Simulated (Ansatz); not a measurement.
Runs of Ansatz 0.2.0 on NiMoIrPdW. It takes space group P3m1 (No. 156, trigonal). Conventional cell: a = 2.761 Å, b = 2.761 Å, c = 11.341 Å, α = 90.00°, β = 90.00°, γ = 120.00°. Ni (site symmetry 3m) is surrounded by 3 W at 2.59 Å and 3 Pd at 2.68 Å and 6 Ni at 2.76 Å. Mo (site symmetry 3m) is surrounded by 3 Ir at 2.66 Å and 1 W at 2.66 Å and 6 Mo at 2.76 Å. Pd (site symmetry 3m) is surrounded by 3 Ni at 2.68 Å and 6 Pd at 2.76 Å and 3 Ir at 2.84 Å. Around Ir (site symmetry 3m) lie 3 Mo at 2.66 Å and 6 Ir at 2.76 Å and 3 Pd at 2.84 Å. Around W (site symmetry 3m) lie 3 Ni at 2.59 Å and 1 Mo at 2.66 Å and 6 W at 2.76 Å. The cell was built by a generator and needn't be a form met in nature.

```csv
task,level,cell,k mesh,points for each segment of the path,gap on the mesh (eV),pressure (GPa),moment (μB),relaxed volume (Å³/atom),largest force (eV/Å)
relaxation of cell and atoms,PBEsol+D3(BJ),relaxed,8 × 8 × 2,-,none,0.0,0.00,14.01,0.01
band structure,RPBE,as given,11 × 11 × 3,14,none,3.8,0.00,-,0.35
relaxation of cell and atoms,RPBE,relaxed,8 × 8 × 2,-,none,0.0,0.00,15.22,-
relaxation of cell and atoms,PBEsol,relaxed,8 × 8 × 2,-,none,0.0,0.00,(a),-
band structure,PBEsol,as given,11 × 11 × 3,14,none,(b),0.00,-,0.13
```

Alike in all rows: potentials or basis Ansatz PAW; spin collinear, ferromagnetic start; cutoff (eV) 420; smearing fermi-dirac 0.05 eV.

Problem. Estimate the missing entries.

Solution. (a) 14.40; (b) -9.0.

Caveats: the PAW data sets come from PBE, with cores solved anew for the run's functional, which leaves a small shift of forces and pressure; the starting moments weren't kept; the plane-wave basis is chosen anew once the cell has moved, so the energies of steps on either side of that aren't comparable (some runs); spin-orbit coupling is left out, which moves the levels of the heavy elements (some runs); pairwise dispersion overbinds metals, which lowers pressure and volume (some runs).

A k mesh can miss the band edges, and the runs leave out spin-orbit coupling on Ir, Mo, Pd, W.

A gap of «none» marks a metal or a gap under the smearing width.

Runs at the PBE level aren't shown here.
